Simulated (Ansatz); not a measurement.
Mg, space group P6/mmm, a check of PAW against all-electron LAPW

Computed with the Python package of Ansatz (0.2.0).

Notebook, run cell by cell (the value of a cell's last expression is shown):

**Cell 1**
```python
import ansatz
import numpy as np
import pandas as pd
from pymatgen.core import Lattice, Structure
from pymatgen.io.ase import AseAtomsAdaptor
```

**Cell 2**
```python
def count_gap(report):
    # lowest empty less highest filled band, counting bands; zero where they overlap
    return max(report.get("gap_by_band_count_ev") or 0.0, 0.0)

pmg_structure = Structure(
    Lattice([[3.0503, 0.0, 0.0], [-1.52515, 2.641637, 0.0], [0.0, 0.0, 3.044838]]),
    ["Mg"],
    [
        [0.0, 0.0, 0.0],
    ],
)
mg = ansatz.Crystal.from_ase(AseAtomsAdaptor.get_atoms(pmg_structure))

base = mg.calculation()
base = base.functional("pbesol")
base = base.kpoints(9, 9, 8, center="monkhorst-pack").occupations(ansatz.OccupationsMethod.COLD, width=200 * ansatz.meV)
base = base.mixing("anderson", ndim=12, beta=0.2).scf(lower_state_search="standard")
base = base.stress()
base = base.forces()
base = base.band_table()
variants = {
    "PAW": base.pseudopotentials("paw"),
    "LAPW": base.pseudopotentials("all_electron", lapw=True),
}
# totals differ by the cores that each treatment holds, so compare what does not depend on them
rows = []
for label, variant in variants.items():
    summary = variant.run().report
    levels = np.array(summary["eigenvalues_ev"][0]) - summary["fermi_energy_ev"]
    print(label, "levels at the first k-point near E_F:", np.round(levels[np.abs(levels) < 5], 3))
    rows.append((label, summary["n_electrons"], np.trace(summary["stress_gpa"]) / 3, count_gap(summary)))
print(pd.DataFrame(rows, columns=["treatment", "electrons in bands", "P GPa", "gap by band count eV"]).round(4).to_string(index=False))
```
Output:
```text
DeckWarning: basis.ecutwfc = 420 eV, auto-derived from the records' recommended cutoffs: set by Mg (normal level)
PAW levels at the first k-point near E_F: []
LAPW levels at the first k-point near E_F: []
treatment  electrons in bands  P GPa  gap by band count eV
      PAW                10.0 0.7634                   0.0
     LAPW                10.0 0.7457                   0.0
```

PAW gives 0.763 GPa and LAPW 0.746 GPa, 0.018 GPa apart. They took 0.5 and 1.4 s of processor time.

Caveats:
- These settings explore the input space; cutoff and mesh may be short of convergence.
- The computed bands are complete only to about 5.3 eV above the Fermi level.
- The mesh is modest for a metal, so energies can be off by several to tens of meV an atom and pressures by half a GPa or more; differences at equal mesh fare better.
- A gap by band count of zero or less means overlapping bands, a metal.
- This isn't the structure that Mg takes at ambient conditions.
- Gaps and levels are Kohn-Sham values on a finite set of k-points.
- Warnings are shown shortened and without file and line.
- Pressure is positive in compression; the treatments may keep other shells as core, so totals and counts of electrons can differ.
- Wall time of the script: 2.8 s on 1 thread of Intel(R) Xeon(R) Processor @ 2.30GHz, on a shared host, peak memory 0.56 GiB.
